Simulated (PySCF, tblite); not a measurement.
# C₃H₁₀Al₂Cl₂: dynamics, then NMR shifts on frames, part 2 of 2

tblite 0.8.0 and PySCF 2.14.0. Atoms count from 0. Earlier steps stand in the parts before.

## (5) Nuclear shieldings: 625 fs, PBE0/pcSseg-1

Job settings and geometry (Å):

```
{"job": {"kind": "nmr", "xc": "PBE0", "basis": "pcSseg-1", "pop": false}, "charge": 0, "multiplicity": 1}
C     -2.768100     1.053000     0.719000
C     -2.696900    -0.488000     0.678300
C     -1.163300    -0.791300     0.533100
Al    -0.061500     0.538100    -0.523200
Cl     1.372100     1.906600     0.501800
Al     2.850900     0.296900     0.798800
Cl     1.845600    -0.841100    -0.776300
H     -2.446400     1.317500     1.730600
H     -2.090100     1.373100     0.020000
H     -3.662500     1.406300     0.406400
H     -3.203800    -0.844300    -0.173700
H     -3.053100    -0.947600     1.632200
H     -1.083300    -1.843200     0.590700
H     -0.573800    -0.498800     1.527500
H     -0.224700     1.429200    -1.634300
H      2.634300    -0.359000     2.180400
H      4.372800     0.581400     0.217600
```

Level: GIAO PBE0/pcSseg-1 NMR shielding, non-relativistic, gas phase.

Log:

```text
coarse grid: 15960 points
cycle   1  E = -1524.8380694661  dE =  4.927e-01  |g| = 4.648e-01  |ddm| = 3.613e+00
cycle   2  E = -1524.8276903757  dE =  1.038e-02  |g| = 5.144e-01  |ddm| = 9.634e-01
cycle   3  E = -1524.8972886829  dE = -6.960e-02  |g| = 5.716e-02  |ddm| = 5.418e-01
cycle   4  E = -1524.8980373293  dE = -7.486e-04  |g| = 2.415e-02  |ddm| = 8.146e-02
cycle   5  E = -1524.8981707690  dE = -1.334e-04  |g| = 4.240e-03  |ddm| = 2.470e-02
cycle   6  E = -1524.8981748602  dE = -4.091e-06  |g| = 1.395e-03  |ddm| = 4.655e-03
final grid: 134616 points
cycle   7  E = -1524.9365840419  dE = -4.396e-05  |g| = 7.707e-03  |ddm| = 2.425e-02
cycle   8  E = -1524.9365798131  dE =  4.229e-06  |g| = 8.340e-03  |ddm| = 1.302e-02
cycle   9  E = -1524.9365973482  dE = -1.754e-05  |g| = 6.907e-04  |ddm| = 7.405e-03
cycle  10  E = -1524.9365974348  dE = -8.665e-08  |g| = 2.181e-04  |ddm| = 8.292e-04
cycle  11  E = -1524.9365974467  dE = -1.184e-08  |g| = 4.383e-05  |ddm| = 2.265e-04
cycle  12  E = -1524.9365974471  dE = -4.338e-10  |g| = 1.321e-05  |ddm| = 5.057e-05
converged SCF energy = -1524.9365974471

GIAO shielding tensors (ppm)
atom      isotropic    diamagn.    paramagn.     s11        s22        s33       span
  0 C      163.142     252.998     -89.856    129.948    169.486    189.992     60.044
  1 C      163.054     250.180     -87.126    156.203    159.871    173.087     16.884
  2 C      151.257     254.234    -102.978    115.526    143.250    194.994     79.467
  3 Al     398.629     795.934    -397.304    302.125    360.650    533.112    230.987
  4 Cl     882.429    1151.524    -269.094    783.847    900.121    963.319    179.472
  5 Al     417.356     794.805    -377.449    366.468    394.257    491.343    124.874
  6 Cl     904.877    1152.209    -247.332    782.492    932.071   1000.068    217.576
  7 H       29.821      30.011      -0.190     27.211     27.831     34.422      7.212
  8 H       33.537      34.845      -1.308     28.687     34.274     37.649      8.962
  9 H       31.866      30.571       1.295     26.801     28.869     39.927     13.127
 10 H       30.838      31.570      -0.732     26.665     29.112     36.735     10.070
 11 H       29.353      28.845       0.508     24.917     26.889     36.254     11.337
 12 H       30.559      34.166      -3.607     24.188     30.682     36.808     12.620
 13 H       29.262      32.154      -2.892     25.667     30.368     31.752      6.085
 14 H       27.521      30.384      -2.863     23.206     25.540     33.816     10.610
 15 H       27.043      29.398      -2.355     23.829     24.993     32.307      8.477
 16 H       26.123      27.039      -0.916     22.883     23.560     31.927      9.044
```

Wall time 28 s (1 thread, shared host).

In short: δ C2 35.7, C1 23.9, C0 23.8, Al3 91.3, H16 5.59, H15 4.67 ppm.

## (6) Nuclear shieldings: 800 fs, PBE0/pcSseg-1

Job settings and geometry (Å):

```
{"job": {"kind": "nmr", "xc": "PBE0", "basis": "pcSseg-1", "pop": false}, "charge": 0, "multiplicity": 1}
C     -2.850100     1.308400     0.965600
C     -2.948800    -0.152700     0.695700
C     -1.751500    -0.598300    -0.080200
Al    -0.121100     0.478200    -0.206100
Cl     1.088900     1.820600     1.140300
Al     2.984900     0.322900     0.882000
Cl     1.892200    -0.958200    -0.388400
H     -2.085700     1.615300     1.682500
H     -2.824300     1.996300     0.075900
H     -3.796800     1.756400     1.491800
H     -3.919300    -0.417700     0.294700
H     -2.794800    -0.697600     1.607700
H     -1.668300    -0.263700    -1.173700
H     -1.580500    -1.653700    -0.011900
H      0.136100     1.029900    -1.674700
H      2.957700    -0.238200     2.348700
H      3.956400     1.202300     0.187400
```

Level: GIAO PBE0/pcSseg-1 NMR shielding, non-relativistic, gas phase.

Log:

```text
coarse grid: 15960 points
cycle   1  E = -1524.8540775903  dE =  4.051e-01  |g| = 4.611e-01  |ddm| = 3.585e+00
cycle   2  E = -1524.8334980628  dE =  2.058e-02  |g| = 5.458e-01  |ddm| = 9.944e-01
cycle   3  E = -1524.9123969838  dE = -7.890e-02  |g| = 6.366e-02  |ddm| = 5.909e-01
cycle   4  E = -1524.9133831806  dE = -9.862e-04  |g| = 2.476e-02  |ddm| = 9.259e-02
cycle   5  E = -1524.9135174823  dE = -1.343e-04  |g| = 3.895e-03  |ddm| = 2.622e-02
cycle   6  E = -1524.9135206600  dE = -3.178e-06  |g| = 1.660e-03  |ddm| = 4.791e-03
final grid: 134616 points
cycle   7  E = -1524.9505285095  dE = -3.204e-05  |g| = 8.082e-03  |ddm| = 2.172e-02
cycle   8  E = -1524.9505201186  dE =  8.391e-06  |g| = 9.575e-03  |ddm| = 1.455e-02
cycle   9  E = -1524.9505434945  dE = -2.338e-05  |g| = 8.380e-04  |ddm| = 8.483e-03
cycle  10  E = -1524.9505436294  dE = -1.349e-07  |g| = 2.395e-04  |ddm| = 1.039e-03
cycle  11  E = -1524.9505436438  dE = -1.442e-08  |g| = 4.787e-05  |ddm| = 2.600e-04
cycle  12  E = -1524.9505436443  dE = -5.284e-10  |g| = 1.378e-05  |ddm| = 5.582e-05
converged SCF energy = -1524.9505436443

GIAO shielding tensors (ppm)
atom      isotropic    diamagn.    paramagn.     s11        s22        s33       span
  0 C      163.331     244.763     -81.433    139.706    161.297    188.988     49.282
  1 C      171.267     245.605     -74.338    160.818    174.037    178.948     18.130
  2 C      153.864     259.052    -105.188    130.184    155.918    175.492     45.308
  3 Al     414.369     796.881    -382.512    341.837    377.633    523.636    181.799
  4 Cl     899.747    1151.918    -252.171    803.647    895.730    999.864    196.217
  5 Al     400.951     795.354    -394.402    349.335    366.740    486.780    137.444
  6 Cl     925.705    1152.621    -226.916    836.662    924.721   1015.732    179.070
  7 H       30.240      30.211       0.029     25.535     30.069     35.115      9.581
  8 H       29.814      28.392       1.422     26.363     28.401     34.677      8.315
  9 H       28.580      23.026       5.554     23.851     25.557     36.334     12.483
 10 H       30.042      27.660       2.382     24.417     27.961     37.749     13.332
 11 H       30.184      29.812       0.371     25.588     28.903     36.061     10.473
 12 H       29.507      32.005      -2.498     26.038     29.608     32.874      6.837
 13 H       30.286      33.969      -3.683     25.165     30.040     35.652     10.487
 14 H       26.300      30.903      -4.603     22.659     25.364     30.877      8.219
 15 H       26.700      28.756      -2.057     23.391     24.494     32.214      8.822
 16 H       27.501      29.221      -1.720     23.826     24.800     33.876     10.050
```

It took 27 s on 1 thread, shared host.

This run: δ C2 33.1, C0 23.6, C1 15.7, Al5 89.0, H14 5.42, H15 5.02 ppm.

## (7) Shielding tensors: 1000 fs, PBE0/pcSseg-1

Job settings and geometry (Å):

```
{"job": {"kind": "nmr", "xc": "PBE0", "basis": "pcSseg-1", "pop": false}, "charge": 0, "multiplicity": 1}
C     -2.654100     2.333600     0.938500
C     -3.034000     0.810200     0.929200
C     -2.164900     0.006700    -0.085000
Al    -0.393800     0.758800    -0.395700
Cl     1.020200     1.790400     1.089400
Al     2.356700     0.123900     1.375700
Cl     1.391800    -0.928800    -0.361400
H     -1.600600     2.329200     1.375200
H     -2.521000     2.712900    -0.095600
H     -3.291100     2.871600     1.645800
H     -4.115600     0.701800     0.703300
H     -2.824200     0.408400     1.975400
H     -2.540700     0.104500    -1.154500
H     -2.477100    -0.999600     0.078200
H     -0.020100     1.463300    -1.648500
H      1.885100    -0.516000     2.651600
H      3.840200     0.496800     0.855100
```

Level: GIAO PBE0/pcSseg-1 NMR shielding, non-relativistic, gas phase.

Log:

```text
coarse grid: 15960 points
cycle   1  E = -1524.8687099720  dE =  2.715e-01  |g| = 4.400e-01  |ddm| = 3.547e+00
cycle   2  E = -1524.8633427367  dE =  5.367e-03  |g| = 4.756e-01  |ddm| = 8.817e-01
cycle   3  E = -1524.9223466398  dE = -5.900e-02  |g| = 5.278e-02  |ddm| = 4.794e-01
cycle   4  E = -1524.9229971871  dE = -6.505e-04  |g| = 2.291e-02  |ddm| = 7.730e-02
cycle   5  E = -1524.9231154463  dE = -1.183e-04  |g| = 3.629e-03  |ddm| = 2.341e-02
cycle   6  E = -1524.9231182512  dE = -2.805e-06  |g| = 1.408e-03  |ddm| = 4.188e-03
final grid: 134616 points
cycle   7  E = -1524.9609282477  dE = -3.383e-05  |g| = 7.124e-03  |ddm| = 2.221e-02
cycle   8  E = -1524.9609237593  dE =  4.488e-06  |g| = 7.859e-03  |ddm| = 1.203e-02
cycle   9  E = -1524.9609395139  dE = -1.575e-05  |g| = 7.047e-04  |ddm| = 6.896e-03
cycle  10  E = -1524.9609396077  dE = -9.374e-08  |g| = 1.809e-04  |ddm| = 7.882e-04
cycle  11  E = -1524.9609396157  dE = -8.064e-09  |g| = 4.211e-05  |ddm| = 1.985e-04
cycle  12  E = -1524.9609396161  dE = -4.011e-10  |g| = 1.272e-05  |ddm| = 4.489e-05
converged SCF energy = -1524.9609396161

GIAO shielding tensors (ppm)
atom      isotropic    diamagn.    paramagn.     s11        s22        s33       span
  0 C      156.831     258.073    -101.242    140.286    148.761    181.446     41.160
  1 C      153.495     245.720     -92.225    147.090    153.113    160.280     13.190
  2 C      165.500     249.874     -84.375    148.365    159.732    188.402     40.037
  3 Al     395.704     795.931    -400.227    297.578    350.023    539.512    241.934
  4 Cl     882.303    1151.994    -269.691    754.977    923.409    968.523    213.546
  5 Al     415.639     795.504    -379.866    363.963    384.831    498.121    134.158
  6 Cl     907.497    1152.447    -244.950    779.973    943.379    999.139    219.166
  7 H       29.163      31.675      -2.511     24.053     27.978     35.459     11.406
  8 H       29.954      29.338       0.616     27.133     28.813     33.917      6.784
  9 H       29.400      27.552       1.848     24.892     26.541     36.768     11.876
 10 H       29.071      27.258       1.813     24.056     27.401     35.756     11.700
 11 H       28.776      29.290      -0.514     25.485     27.079     33.764      8.279
 12 H       30.083      30.104      -0.021     26.500     28.317     35.432      8.931
 13 H       30.506      32.781      -2.275     25.679     28.904     36.934     11.255
 14 H       27.281      30.847      -3.567     23.356     25.484     33.001      9.645
 15 H       27.394      29.886      -2.493     24.132     24.829     33.221      9.089
 16 H       26.415      27.824      -1.409     23.144     23.791     32.311      9.168
```

Wall time 26 s (1 thread, shared host).

This run: δ C1 33.4, C0 30.1, C2 21.4, Al3 94.3, H16 5.30, H14 4.44 ppm.

## (8) Run by run: NMR shifts

Shifts (ppm) of some atoms, chosen among heavy atoms and hydrogens apart, with basis size and wall time:

| frame | C0 | C1 | H9 | H8 | Al3 | Cl6 | Cl4 | functions | time |
| --- | --- | --- | --- | --- | --- | --- | --- | --- | --- |
| 250 fs | 31.7 | 24.3 | 3.18 | 0.66 | 93.7 | 26 | 15 | 197 | 41 s |
| 425 fs | 14.7 | 27.5 | 1.26 | 0.68 | 90.1 | 52 | 45 | 197 | 31 s |
| 625 fs | 23.8 | 23.9 | -0.15 | -1.82 | 91.3 | 45 | 67 | 197 | 28 s |
| 800 fs | 23.6 | 15.7 | 3.14 | 1.90 | 75.6 | 24 | 50 | 197 | 27 s |
| 1000 fs | 30.1 | 33.4 | 2.32 | 1.76 | 94.3 | 42 | 67 | 197 | 26 s |

## (9) Summary of results

What follows sums up all 2 parts.

```
                                         quantity                                                           value
                                       thermostat                                                           400 K
                    mean temperature, second half                                                           408 K
          mean potential energy above the minimum                                                         0.87 eV
   ¹³C shifts against TMS (PBE0/pcSseg-1, 250 fs)                                            31.7, 24.3, 24.2 ppm
    ¹H shifts against TMS (PBE0/pcSseg-1, 250 fs)  5.30, 4.99, 4.65, 3.18, 2.60, 2.37, 2.36, 1.27, 1.22, 0.66 ppm
²⁷Al shifts against AlH4- (PBE0/pcSseg-1, 250 fs)                                                  93.7, 77.7 ppm
  ³⁵Cl shifts against HCl (PBE0/pcSseg-1, 250 fs)                                                      26, 15 ppm
            surface potential, 1st and 99th percentile                                              -0.72 V and 1.61 V
                        range of the shift of Cl4                                                    15 to 67 ppm
```

In words: In the second half the potential energy averages 0.87 eV above the minimum; equipartition over 45 harmonic modes at 400 K would give 0.78 eV. With 17 atoms the temperature swings widely (238 to 578 K). Shifts at one fixed geometry are not the observed spectrum, which averages over the motion. In the first frame run (250 fs): The widest tensor belongs to Al3: span 217 ppm, with a paramagnetic part of -400 ppm. At PBE0/pcSseg-1, counted by nearest atom on the grid, the HOMO lies on H16 35 %; H15 17 %, the LUMO on Al3, Al5 about 17 % each; H15 13 %. In ppm, Cl4 moves most: its shift spreads over 53 ppm, from 15 (250 fs) to 67 (1000 fs).
